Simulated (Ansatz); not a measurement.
Br2F2Zr, SMILES [F][Zr]([F])([Br])[Br]: vertical spin-state energies, run with the Python package of Ansatz (0.2.0).

Contents of `br2f2zr.xyz`:
```text
5

F     0.63770   -1.03970    2.34610
Zr   -0.19780    0.05550    0.14350
F     1.36330   -1.36950   -0.92010
Br   -2.42300   -0.61180   -1.25760
Br    0.66980    2.89190   -0.35330
```

Script `run_spin.py`:
```python
# -*- coding: utf-8 -*-
'''Vertical spin-state energies of Br2F2Zr.'''

import ansatz as az


def main():
    br2f2zr = az.Crystal.molecule_from_extxyz('br2f2zr.xyz')

    model = (
        br2f2zr.calculation()
        .basis(gaussian='def2-TZVP')
        .functional('b3lyp')
    )
    found = {}
    for unpaired in [0, 2]:
        report = model.spin('collinear', total=unpaired).run(threads=1).report
        s = unpaired / 2
        found[unpaired] = report['free_energy_ev']
        print(f'2S+1 = {unpaired + 1}: E = {found[unpaired]:.5f} eV, <S^2> = {abs(report["mean_field"]["state"]["spin_squared"]):.3f} (pure state {s * (s + 1):.2f})')
    lowest = min(found, key=found.get)
    for unpaired, e in found.items():
        print(f'multiplicity {unpaired + 1}: {(e - found[lowest]):.3f} eV above the lowest')


if __name__ == '__main__':
    main()
```

Which spin state is lowest at this geometry, and how far above lie the others?

In order: multiplicity 1 (+0.00 eV) and multiplicity 3 (+2.31 eV), all at the one geometry.

The output:

```console
$ python run_spin.py
2S+1 = 1: E = -146814.33928 eV, <S^2> = 0.000 (pure state 0.00)
2S+1 = 3: E = -146812.03011 eV, <S^2> = 2.009 (pure state 2.00)
multiplicity 1: 0.000 eV above the lowest
multiplicity 3: 2.309 eV above the lowest
```

Notes:
- Total energies depend on the basis set; only differences at equal settings carry meaning.
- The geometry is a force-field or estimated start, not a minimum of this method, and the basis set is short of its limit. All parts are taken at fixed geometry, without zero-point energy.
- def2 sets replace the cores of elements past krypton by effective core potentials.
- b3lyp holds the VWN-RPA fit, as in Gaussian; the form of ORCA and Turbomole is b3lyp5.
- Spin-orbit coupling, which mixes and shifts the spin states of heavy atoms, is left out.
- Hardware and time: 2.3 min on 1 thread of AMD EPYC 9R45 (Zen 5) (shared host), peak memory 1 GiB.
